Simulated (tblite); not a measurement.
**C3H4FSi (SMILES [C]#C[SiH](C)F) at IPEA1-xTB**

What is the electronic atomisation energy of C3H4FSi at IPEA1-xTB? 

The calculation is run with tblite 0.8.0.

12 further runs of the same task are left out: 12 set aside as unsound or not needed.

**1. The molecule**

C3H4FSi: 9 atoms, total charge 0, spin state doublet. As SMILES, `[C]#C[SiH](C)F`. The shape is that of a GFN2-xTB optimisation.

Bond lengths: C1–C2 1.199 Å, C2–Si3 1.866 Å, Si3–C4 1.892 Å, Si3–F5 1.613 Å, Si3–H6 1.455 Å, C4–H7 1.087 Å, C4–H8 1.086 Å, C4–H9 1.088 Å. Some angles: C1–C2–Si3 178.1°, C2–Si3–C4 108.1°, C2–Si3–F5 107.4°, C4–Si3–F5 108.0°, C2–Si3–H6 110.3°, C4–Si3–H6 117.8°, F5–Si3–H6 104.7°, Si3–C4–H7 110.6°, Si3–C4–H8 111.4°, Si3–C4–H9 111.1°.

**2. Energy and gradient at IPEA1-xTB**

The input, xtb_job.py:

```python
# IPEA1-xTB energy and gradient
import json
import numpy as np
from tblite.interface import Calculator
from tblite.interface import symbols_to_numbers

geometry = """
C     -2.866990    -0.378920     0.899580
C     -1.798730     0.046430     0.559420
Si    -0.164660     0.741510    -0.013010
C      1.060870    -0.691500    -0.167800
F     -0.392460     1.364370    -1.483150
H      0.219930     1.876380     0.813190
H      2.003560    -0.345420    -0.583140
H      1.265020    -1.144260     0.797480
H      0.673470    -1.468580    -0.822580
"""
lines = [l.split() for l in geometry.strip().splitlines()]
symbols = [l[0] for l in lines]
numbers = np.array(symbols_to_numbers(symbols))
positions = np.array([l[1:4] for l in lines], float) / 0.52917721

calculator = Calculator("IPEA1-xTB", numbers, positions, charge=0, uhf=1)
calculator.set("verbosity", 0)
calculator.set("accuracy", 0.1)
calculator.add("spin-polarization", 1.0)
wfn = calculator.singlepoint()

print(f"E(total): {wfn.get('energy') * 627.5095:.8f} kcal/mol")
eps = np.atleast_2d(wfn.get("orbital-energies")) * 27.211386
occ = np.atleast_2d(wfn.get("orbital-occupations"))
filled = occ.sum(axis=0) if eps.shape[0] == 1 else occ[0]
homo = np.nonzero(filled > 0.5)[0].max()
print("  MO   occupation   energy/eV")
for i in range(max(0, homo - 4), min(eps.shape[1], homo + 5)):
    print(f"{i + 1:4d} {filled[i]:10.4f} {eps[0, i]:12.4f}")
mu = wfn.get("dipole") * 2.541746
print(f"|mu|: {np.linalg.norm(mu):.4f} D, components " + " ".join(f"{c:.4f}" for c in mu))
q = wfn.get("charges")
g = wfn.get("gradient")
print("atom     charge      dE/dx        dE/dy        dE/dz   (Eh/bohr)")
for i, s in enumerate(symbols):
    print(f"{s:<2}{i + 1:<3} {q[i]:9.4f} {g[i, 0]:12.7f} {g[i, 1]:12.7f} {g[i, 2]:12.7f}")
print(f"gradient norm {np.linalg.norm(g):.6f} Eh/bohr")
out = {k: np.asarray(wfn.get(k)).tolist() for k in ("energy", "gradient", "charges", "dipole", "orbital-energies", "orbital-occupations")}
out.update(symbols=symbols, positions=(positions * 0.529177210903).tolist())
json.dump(out, open("results.json", "w"))
```

Started as:

```
python xtb_job.py
```

Standard output:

```text
E(total): -10429.72900462 kcal/mol
  MO   occupation   energy/eV
  10     1.0000     -13.9484
  11     1.0000     -12.8882
  12     1.0000     -12.7158
  13     1.0000     -12.2394
  14     1.0000     -11.3452
  15     0.0000      -5.9869
  16     0.0000      -5.8357
  17     0.0000      -5.1146
  18     0.0000      -3.7045
|mu|: 2.8398 D, components 2.5387 -0.9539 0.8423
atom     charge      dE/dx        dE/dy        dE/dz   (Eh/bohr)
C 1     -0.0327    0.0131800    0.0046956   -0.0045079
C 2     -0.0598   -0.0268560   -0.0118053    0.0088863
Si3      0.2951    0.0153145   -0.0143282    0.0037591
C 4     -0.1028    0.0108172   -0.0145499   -0.0038960
F 5     -0.1825   -0.0018784    0.0064641   -0.0143639
H 6     -0.0416    0.0042373    0.0135173    0.0076702
H 7      0.0452   -0.0094800    0.0016019    0.0034906
H 8      0.0384   -0.0052371    0.0074216   -0.0056200
H 9      0.0407   -0.0000974    0.0069830    0.0045817
gradient norm 0.052470 Eh/bohr
```

Run time: 0.42 s. Hardware: 1 thread of Intel Xeon at 2.50GHz (Skylake/Cascade Lake), shared host.

**3. The C atom: the energy at IPEA1-xTB**

The input, geom.xyz:

```xyz
1

C      0.000000     0.000000     0.000000
```

The input, job.py:

```python
# IPEA1-xTB single point
import json
import numpy as np
from tblite.interface import Calculator
from tblite.interface import symbols_to_numbers

symbols = list(map(str, np.loadtxt("geom.xyz", skiprows=2, usecols=0, dtype=str, ndmin=1)))
numbers = np.array(symbols_to_numbers(symbols))
positions = np.loadtxt("geom.xyz", skiprows=2, usecols=(1, 2, 3), ndmin=2) / 0.5291772

xtb = Calculator("IPEA1-xTB", numbers, positions, charge=0, uhf=2)
xtb.set("verbosity", 0)
xtb.set("accuracy", 0.1)
xtb.add("spin-polarization", 1.0)
wfn = xtb.singlepoint()

print(f"total energy: {wfn.get('energy') * 627.5095:.8f} kcal/mol")
eps = np.atleast_2d(wfn.get("orbital-energies")) * 27.211386
occ = np.atleast_2d(wfn.get("orbital-occupations"))
filled = occ.sum(axis=0) if eps.shape[0] == 1 else occ[0]
homo = np.nonzero(filled > 0.5)[0].max()
print(f"HOMO {eps[0, homo]:.4f} eV")
if homo + 1 < eps.shape[1]:
    print(f"LUMO {eps[0, homo + 1]:.4f} eV, gap {eps[0, homo + 1] - eps[0, homo]:.4f} eV")
mu = wfn.get("dipole") * 2.541746
print(f"|mu|: {np.linalg.norm(mu):.4f} D, components " + " ".join(f"{c:.4f}" for c in mu))
q = wfn.get("charges")
print("Charges:", " ".join(f"{s}{i + 1}={c:+.4f}" for i, (s, c) in enumerate(zip(symbols, q))))
out = {k: np.asarray(wfn.get(k)).tolist() for k in ("energy", "gradient", "charges", "dipole", "orbital-energies", "orbital-occupations")}
out.update(symbols=symbols, positions=(positions * 0.529177210903).tolist())
json.dump(out, open("results.json", "w"))
```

Started as:

```
python job.py
```

Standard output:

```text
total energy: -1216.99320623 kcal/mol
HOMO -11.0111 eV
LUMO -4.7289 eV, gap 6.2822 eV
|mu|: 0.0000 D, components 0.0000 0.0000 0.0000
Charges: C1=+0.0000
```

Run time: 0.43 s. Hardware: 1 thread of Intel Xeon at 2.50GHz (Skylake/Cascade Lake), shared host.

**4. The F atom: a single-point energy at IPEA1-xTB**

The input, calc.py:

```python
import json
import numpy as np
from ase import Atoms
from tblite.ase import TBLite
from ase.units import kcal, mol as mol_
from ase.units import Debye

system = Atoms(
    symbols=["F"],
    positions=[
        [0.000000, 0.000000, 0.000000],
    ],
)
start = system.get_positions()

system.calc = TBLite(
    method="IPEA1-xTB",
    multiplicity=2,
    accuracy=0.1,
    spin_polarization=1.0,
    verbosity=0,
)
print(f"E: {system.get_potential_energy() / (kcal / mol_):.6f} kcal/mol")
print(f"Dipole: {np.linalg.norm(system.get_dipole_moment()) / Debye:.4f} D")
print("Charges:", np.round(system.get_charges(), 4))
json.dump(dict(energy=system.get_potential_energy(), forces=system.get_forces().tolist(), dipole=system.get_dipole_moment().tolist(), charges=system.get_charges().tolist(),
               symbols=system.get_chemical_symbols(), start=start.tolist(), final=system.positions.tolist()), open("results.json", "w"))
```

Run the same way, it converges to -5.24724 Eh (log not shown).

**5. The H atom: a single-point energy at IPEA1-xTB**

The input, script.py:

```python
import json
import numpy as np
from tblite.interface import Calculator

symbols = ["H"]
numbers = np.array([1])
positions = np.array([
    [0.000000, 0.000000, 0.000000],
]) / 0.52917721

calc = Calculator("IPEA1-xTB", numbers, positions, charge=0, uhf=1)
calc.set("verbosity", 0)
calc.set("accuracy", 0.1)
calc.add("spin-polarization", 1.0)
wfn = calc.singlepoint()

print(f"E(total): {wfn.get('energy') * 27.211386:.8f} eV")
eps = np.atleast_2d(wfn.get("orbital-energies")) * 27.211386
occ = np.atleast_2d(wfn.get("orbital-occupations"))
filled = occ.sum(axis=0) if eps.shape[0] == 1 else occ[0]
homo = np.nonzero(filled > 0.5)[0].max()
print("  MO   occupation   energy/eV")
for i in range(max(0, homo - 4), min(eps.shape[1], homo + 5)):
    print(f"{i + 1:4d} {filled[i]:10.4f} {eps[0, i]:12.4f}")
mu = wfn.get("dipole") * 2.541746
print(f"dipole: {np.linalg.norm(mu):.4f} D, components " + " ".join(f"{c:.4f}" for c in mu))
q = wfn.get("charges")
print("Charges:", " ".join(f"{s}{i + 1}={c:+.4f}" for i, (s, c) in enumerate(zip(symbols, q))))
out = {k: np.asarray(wfn.get(k)).tolist() for k in ("energy", "gradient", "charges", "dipole", "orbital-energies", "orbital-occupations")}
out.update(symbols=symbols, positions=(positions * 0.529177210903).tolist())
json.dump(out, open("results.json", "w"))
```

Run the same way, it converges to -0.42249 Eh (log not shown).

**6. The Si atom: a single-point energy at IPEA1-xTB**

The input, xtb_job.py:

```python
# IPEA1-xTB single point
import json
import numpy as np
from tblite.interface import Calculator

symbols = ["Si"]
numbers = np.array([14])
positions = np.array([  # bohr
    [0.000000, 0.000000, 0.000000],
])

calculator = Calculator("IPEA1-xTB", numbers, positions, charge=0, uhf=2)
calculator.set("verbosity", 0)
calculator.set("accuracy", 0.1)
calculator.add("spin-polarization", 1.0)
wfn = calculator.singlepoint()

print(f"E(total): {wfn.get('energy'):.8f} Eh")
eps = np.atleast_2d(wfn.get("orbital-energies")) * 27.211386
occ = np.atleast_2d(wfn.get("orbital-occupations"))
filled = occ.sum(axis=0) if eps.shape[0] == 1 else occ[0]
homo = np.nonzero(filled > 0.5)[0].max()
print("  MO   occupation   energy/eV")
for i in range(max(0, homo - 4), min(eps.shape[1], homo + 5)):
    print(f"{i + 1:4d} {filled[i]:10.4f} {eps[0, i]:12.4f}")
mu = wfn.get("dipole") * 2.541746
print(f"Dipole moment: {np.linalg.norm(mu):.4f} D, components " + " ".join(f"{c:.4f}" for c in mu))
q = wfn.get("charges")
print("Charges:", " ".join(f"{s}{i + 1}={c:+.4f}" for i, (s, c) in enumerate(zip(symbols, q))))
out = {k: np.asarray(wfn.get(k)).tolist() for k in ("energy", "gradient", "charges", "dipole", "orbital-energies", "orbital-occupations")}
out.update(symbols=symbols, positions=(positions * 0.529177210903).tolist())
json.dump(out, open("results.json", "w"))
```

Started as:

```
python xtb_job.py
```

Standard output:

```text
E(total): -1.65219899 Eh
  MO   occupation   energy/eV
   1     1.0000     -15.3225
   2     0.6667      -8.3397
   3     0.6667      -8.3397
   4     0.6667      -8.3397
   5     0.0000      -3.1401
   6     0.0000      -3.1401
   7     0.0000      -3.1401
   8     0.0000      -3.1401
Dipole moment: 0.0000 D, components 0.0000 0.0000 0.0000
Charges: Si1=+0.0000
```

It took 0.46 s on 1 thread of Intel Xeon at 2.50GHz (Skylake/Cascade Lake), shared host.

**7. Results**

Level: IPEA1-xTB.

| quantity | value |
| --- | --- |
| molecule: total energy | -16.62083 Eh |
| molecule: dipole moment | 2.84 D |
| molecule: HOMO energy (as the program lists it) | -11.35 eV |
| molecule: LUMO energy (as the program lists it) | -5.99 eV |
| molecule: largest force on an atom | 1.576 eV/Å |
| C atom: total energy | -1.93940 Eh |
| C atom: dipole moment | 0.00 D |
| C atom: HOMO energy (as the program lists it) | -11.01 eV |
| C atom: LUMO energy (as the program lists it) | -4.73 eV |
| C atom: largest force on an atom | 0.000 eV/Å |
| F atom: total energy | -5.24724 Eh |
| F atom: dipole moment | 0.00 D |
| F atom: largest force on an atom | 0.000 eV/Å |
| H atom: total energy | -0.42249 Eh |
| H atom: dipole moment | 0.00 D |
| H atom: HOMO energy (as the program lists it) | -12.47 eV |
| H atom: largest force on an atom | 0.000 eV/Å |
| Si atom: total energy | -1.65220 Eh |
| Si atom: dipole moment | 0.00 D |
| Si atom: HOMO energy (as the program lists it) | -8.34 eV |
| Si atom: LUMO energy (as the program lists it) | -3.14 eV |
| Si atom: largest force on an atom | 0.000 eV/Å |
| electronic atomisation energy | 60.225 eV |

In words: Taking the molecule apart into free atoms costs 60.23 eV (1389 kcal/mol), before zero-point energy and without spin-orbit coupling. The largest force (molecule) is 1.58 eV/Å: the shape isn't a stationary point for this species at this level. Tight-binding and semi-empirical models aren't fitted to free atoms, so this value can be far from the true one. Mulliken charges (molecule) run from -0.18 on F5 to +0.30 on Si3.
